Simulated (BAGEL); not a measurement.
**BCl3F− (SMILES F[B-](Cl)(Cl)Cl): HF/3-21G (density fitting with qzvpp-jkfit)**

Aim: the vertical singlet–triplet gap of BCl3F− at HF/3-21G (density fitting with qzvpp-jkfit), from 2 runs. 

The calculation is run with BAGEL 1.2.2.

2 further runs of the same task are left out: 1 that didn't finish, 1 set aside as unsound or not needed.

## 1. The system as given

BCl3F−: 5 atoms, total charge -1, spin state singlet. SMILES: `F[B-](Cl)(Cl)Cl`. The coordinates come from a GFN2-xTB relaxation.

Bond lengths: F1–B2 1.365 Å, B2–Cl3 1.861 Å, B2–Cl4 1.856 Å, B2–Cl5 1.860 Å. Angles: F1–B2–Cl3 109.3°, F1–B2–Cl4 109.5°, F1–B2–Cl5 109.5°, Cl3–B2–Cl4 109.5°, Cl3–B2–Cl5 109.4°, Cl4–B2–Cl5 109.7°.

## 2. A single-point energy at HF/3-21G (density fitting with qzvpp-jkfit)

Contents of input.json:

```json
{ "bagel": [

{
  "title": "molecule",
  "basis": "3-21g",
  "df_basis": "qzvpp-jkfit",
  "angstrom": "true",
  "geometry": [
    { "atom": "F", "xyz": [    0.869080,   -0.917170,    0.738550 ] },
    { "atom": "B", "xyz": [    0.058880,   -0.062460,    0.047650 ] },
    { "atom": "Cl", "xyz": [   -1.256120,    0.596740,    1.187520 ] },
    { "atom": "Cl", "xyz": [   -0.741290,   -0.969790,   -1.360090 ] },
    { "atom": "Cl", "xyz": [    1.069450,    1.352680,   -0.613630 ] }
  ]
},
{
  "title": "hf",
  "charge": -1
},
{
  "title": "print",
  "file": "orbitals.molden",
  "orbitals": "true"
}

]}
```

Command:

```bash
$ BAGEL_NUM_THREADS=1 BAGEL input.json > input.out
```

What it wrote:

```text
* using 1 threads per process

  ===============================================================
  ===============================================================

  *** Geometry ***

  { "atom" : "F", "xyz" : [      1.642323,     -1.733200,      1.395657 ] },
  { "atom" : "B", "xyz" : [      0.111267,     -0.118032,      0.090045 ] },
  { "atom" : "Cl", "xyz" : [     -2.373723,      1.127675,      2.244088 ] },
  { "atom" : "Cl", "xyz" : [     -1.400835,     -1.832637,     -2.570198 ] },
  { "atom" : "Cl", "xyz" : [      2.020968,      2.556195,     -1.159593 ] },

  Number of auxiliary basis functions:      536

  Since a DF basis is specified, we compute 2- and 3-index integrals:
    o Being stored without compression. Storage requirement is 0.014 GB

  Number of basis functions:       57
  Number of electrons      :       65

    * METHOD: MOLECULE                             0.19

  *** RHF ***

  === Nuclear Repulsion ===
   332.8466766716

      * DIIS with orbital gradients will be used.

  === RHF iteration (3-21g) ===
      0      -1495.48039788          0.01869941           0.07
      1      -1495.57796229          0.01023537           0.07
      2      -1495.60213518          0.00094952           0.07
      3      -1495.60257008          0.00028934           0.07
      4      -1495.60261702          0.00003603           0.07
      5      -1495.60261779          0.00000961           0.07
      6      -1495.60261785          0.00000258           0.07
      7      -1495.60261786          0.00000042           0.07
      8      -1495.60261786          0.00000011           0.07
      9      -1495.60261786          0.00000004           0.08
     10      -1495.60261786          0.00000001           0.07
    * SCF iteration converged.

    * Permanent dipole moment:
           (   -0.074612,     0.084511,    -0.052690) a.u.

    * METHOD: HF                                   0.88

    * METHOD: PRINT                                0.01

  ===============================================================
```

It took 1.4 s on 1 thread of Intel Xeon Platinum 8488C (Sapphire Rapids), shared host; peak memory 0.1 GiB.

## 3. The triplet at the same level

Contents of input.json:

```json
{ "bagel" : [

{
  "title" : "molecule",
  "basis" : "3-21g",
  "df_basis" : "qzvpp-jkfit",
  "angstrom" : true,
  "geometry" : [
    { "atom" : "F", "xyz" : [       0.869080,      -0.917170,       0.738550 ] },
    { "atom" : "B", "xyz" : [       0.058880,      -0.062460,       0.047650 ] },
    { "atom" : "Cl", "xyz" : [      -1.256120,       0.596740,       1.187520 ] },
    { "atom" : "Cl", "xyz" : [      -0.741290,      -0.969790,      -1.360090 ] },
    { "atom" : "Cl", "xyz" : [       1.069450,       1.352680,      -0.613630 ] }
  ]
},

{ "title" : "uhf", "charge" : -1, "nopen" : 2 },

{ "title" : "print", "file" : "orbitals.molden", "orbitals" : true }

]}
```

Command:

```bash
$ BAGEL_NUM_THREADS=1 BAGEL input.json > input.out
```

What it wrote:

```text
* using 1 threads per process

  ===============================================================
  ===============================================================

  *** Geometry ***

  { "atom" : "F", "xyz" : [      1.642323,     -1.733200,      1.395657 ] },
  { "atom" : "B", "xyz" : [      0.111267,     -0.118032,      0.090045 ] },
  { "atom" : "Cl", "xyz" : [     -2.373723,      1.127675,      2.244088 ] },
  { "atom" : "Cl", "xyz" : [     -1.400835,     -1.832637,     -2.570198 ] },
  { "atom" : "Cl", "xyz" : [      2.020968,      2.556195,     -1.159593 ] },

  Number of auxiliary basis functions:      536

  Since a DF basis is specified, we compute 2- and 3-index integrals:
    o Being stored without compression. Storage requirement is 0.014 GB

  Number of basis functions:       57
  Number of electrons      :       65

    * METHOD: MOLECULE                             0.20

  *** Open-shell HF ***

  === Nuclear Repulsion ===
   332.8466766716

      * DIIS with orbital gradients will be used.

  === UHF iteration (3-21g) ===
      0      -1495.12161969          0.03298382           0.15
      1      -1495.20684791          0.01986309           0.15
      2      -1495.22711145          0.01105979           0.15
      3      -1495.23492028          0.00094343           0.15
      4      -1495.23634927          0.00041165           0.15
      5      -1495.23666022          0.00019263           0.15
      6      -1495.23675580          0.00019710           0.14
      7      -1495.23674672          0.00019617           0.14
      8      -1495.23659190          0.00003750           0.15
      9      -1495.23659070          0.00001778           0.14
     10      -1495.23659145          0.00001442           0.16
     11      -1495.23659180          0.00001457           0.15
     12      -1495.23659184          0.00001477           0.14
     13      -1495.23659140          0.00001241           0.14
     14      -1495.23659124          0.00001066           0.14
     15      -1495.23659132          0.00000680           0.14
[... 13 lines of this table left out ...]
     29      -1495.23659167          0.00000054           0.14
     30      -1495.23659167          0.00000024           0.14
     31      -1495.23659167          0.00000011           0.14
     32      -1495.23659167          0.00000004           0.15
     33      -1495.23659167          0.00000002           0.14
     34      -1495.23659167          0.00000001           0.14
     35      -1495.23659167          0.00000001           0.14
     36      -1495.23659167          0.00000001           0.14
    * SCF iteration converged.

    * S^2 (UHF) is 2.0167

    * Permanent dipole moment:
           (   -0.127847,     0.166413,    -0.086849) a.u.

    * METHOD: UHF                                  5.50

    * METHOD: PRINT                                0.01

  ===============================================================
```

It took 6.3 s on 1 thread of Intel Xeon Platinum 8488C (Sapphire Rapids), shared host; peak memory 0.1 GiB.

## 4. Summary of results

At HF/3-21G (density fitting with qzvpp-jkfit):

| quantity | value |
| --- | --- |
| singlet: total energy | -1495.60262 Eh |
| singlet: HOMO energy | -6.89 eV |
| singlet: LUMO energy | 11.02 eV |
| singlet: HOMO–LUMO gap (to an unbound level, set by the basis) | 17.91 eV |
| triplet: total energy | -1495.23659 Eh |
| triplet: ⟨S²⟩ | 2.017 |
| vertical energy of the triplet above the singlet | 9.960 eV |

What this shows: At this shape the triplet lies 9.96 eV (230 kcal/mol) above the singlet. For an anion a state so high probably lies above electron detachment.
